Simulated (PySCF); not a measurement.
# SnO−: from the state search to spectroscopic constants

The task here is to estimate one member of a computed series from the others.

The runs use PySCF 2.14.0; Sn def2-SVPD with ECP28, O def2-SVPD, scalar-relativistic core potentials.

1 further run of the same task is left out (set aside as unsound or not needed).

The first run:

A driver script around PySCF takes these settings:

* atoms: Sn, O
* charge: -1
* basis: Sn def2-SVPD with ECP28, O def2-SVPD
* Hamiltonian: scalar-relativistic core potentials
* basis functions: 55
* electrons treated: 31
* masses in u: 119.9022, 15.9949
* levels: PBE0, PBE, r²SCAN, M06-2X, BHandHLYP, B3LYP, MP2, SCS-MP2
* grid: 80 radial by 434 angular points
* occupations: held fixed by the projection of orbital angular momentum
* dissociation limit: Sn + O−, each in its ground configuration
* starting distance in angstrom: 2.050
* values of 2S to try: 1, 3

Run with:

```
$ OMP_NUM_THREADS=1 python dia.py task.json out
```

Steps of the session up to this table: Input; First curve: PBE0; Higher solutions at PBE0; PBE; r²SCAN (meta-GGA); M06-2X (hybrid meta-GGA); BHandHLYP (global hybrid GGA); B3LYP (global hybrid GGA).

One of the session's tables, all rows but one given; the rest of the session is left out.

Energy (eV) from each level's lowest point:

| R (Å) | UHF-MP2 | UHF-SCS-MP2 | PBE | r²SCAN | B3LYP |
| --- | --- | --- | --- | --- | --- |
| 1.653 | 1.755 | 1.722 | 1.677 | 1.523 | 1.580 |
| 1.730 | 0.844 | 0.818 | 0.794 | 0.681 | 0.720 |
| 1.807 | ? | ? | ? | ? | ? |
| 1.864 | 0.107 | 0.096 | 0.087 | 0.052 | 0.063 |
| 1.922 | 0.007 | 0.000 | 0.000 | 0.000 | 0.000 |
| 1.980 | 0.000 | 0.000 | 0.000 | 0.034 | 0.024 |
| 2.057 | 0.094 | 0.102 | 0.098 | 0.177 | 0.156 |
| 2.153 | 0.331 | 0.347 | 0.328 | 0.459 | 0.427 |
| 2.268 | 0.752 | 0.767 | 0.692 | 0.884 | 0.837 |
| 2.422 | n/a | n/a | 1.225 | 1.497 | 1.346 |

Estimate the missing values for R (Å) = 1.807.

Worked estimate for «UHF-MP2». A straight line through the neighbours (1.730, 0.844) and (1.864, 0.107) gives 0.844 + (0.107 − 0.844) × (1.807 − 1.730) / (1.864 − 1.730) = 0.421; a parabola fitted to 4 rows on both sides gives 0.300.

**Answer.** UHF-MP2: 0.318; UHF-SCS-MP2: 0.299; PBE: 0.288; r²SCAN: 0.218; B3LYP: 0.241. In «UHF-MP2» the line misses by +0.103 and the parabola by -0.018.

State 2 has its PBE0 minimum 1.62 eV higher. The other levels ran on the lowest alone.
